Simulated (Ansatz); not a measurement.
Predict the output of the script below (Ansatz's Python interface).

`run_elastic.py`:
```python
'''Elastic constants of MoOs.'''

from dataclasses import replace

import ansatz as az
import numpy as np


def main() -> None:
    lattice = az.Lattice.of(
        (2.78176, 0.0, 0.0),
        (-1.39088, 2.40907, 0.0),
        (0.0, 0.0, 4.50706),
    )
    sites = [
        ('Mo', (2 / 3, 1 / 3, 0.5)),
        ('Os', (1 / 3, 2 / 3, 0.0)),
    ]
    crystal = az.Crystal(lattice=lattice)
    for symbol, position in sites:
        crystal = crystal.atom(symbol, position)

    setup = (
        crystal.calculation()
        .functional('LDA')
        .occupations('methfessel_paxton', width=0.05)
        .kpoints(18, 18, 10)
    )
    # relax, then strain
    rest = setup.relax(cell=True).run(threads=1).lattice
    relaxed = az.Crystal(lattice=az.Lattice.of(rest.cell_ang))
    for site in rest.sites:
        relaxed = relaxed.atom(site.symbol, site.position_frac)
    setup = replace(setup, crystal=relaxed)
    print('relaxed volume {:.3f} A^3'.format(abs(np.linalg.det(rest.cell_ang))))
    out = setup.elastic(az.ElasticMode.RELAXED_ION).run(threads=1)
    elastic = out.elastic

    C = np.asarray(elastic.c_gpa)
    for i in range(6):
        for j in range(i, 6):
            if abs(C[i, j]) > 0.05:
                print(f'C{i + 1}{j + 1} = {C[i, j]:.1f} GPa')
    print('smallest eigenvalue of C:', round(elastic.stability.min_eigenvalue_gpa, 1), 'GPa; stable:', elastic.stability.stable)
    # averaged moduli need a positive definite tensor
    if elastic.stability.min_eigenvalue_gpa > 0:
        for name, value in elastic.moduli.to_plain().items():
            print(f'{name:14s} {value:9.3f}')


if __name__ == '__main__':
    main()
```

```console
$ python run_elastic.py
DeckWarning: basis.ecutwfc = 420 eV, auto-derived from the records' recommended cutoffs: set by Mo (normal level)
relaxed volume 28.681 A^3
C11 = 568.1 GPa
C12 = 277.3 GPa
C13 = 218.2 GPa
C22 = 568.1 GPa
C23 = 218.2 GPa
C33 = 654.9 GPa
C44 = 162.0 GPa
C55 = 162.0 GPa
C66 = 145.4 GPa
smallest eigenvalue of C: 145.4 GPa; stable: True
k_voigt_gpa      357.651
k_reuss_gpa      357.518
k_hill_gpa       357.585
g_voigt_gpa      165.684
g_reuss_gpa      162.422
g_hill_gpa       164.053
youngs_gpa       426.877
poisson            0.301
```
(Warnings from the package without file and line.)

What to keep in mind:
- These settings explore the input space; cutoff and mesh may be short of convergence.
- A positive definite tensor excludes instabilities under uniform strain alone; phonons elsewhere in the zone can still be imaginary.
- Spin-orbit coupling, which matters for elements this heavy, is left out.
- This cell is a computed structure, which may not be the phase found in nature.
- Shear constants of a metal converge slowly with the k-point mesh and can be wrong in sign on a coarse one; the constants belong to the cell that was strained.
- Run time: 14 min on 1 thread of Arm Neoverse V1, with other jobs on the host, peak memory 0.87 GiB.

(A comment or docstring line of the script was reworded after the run, the code is as it ran.)
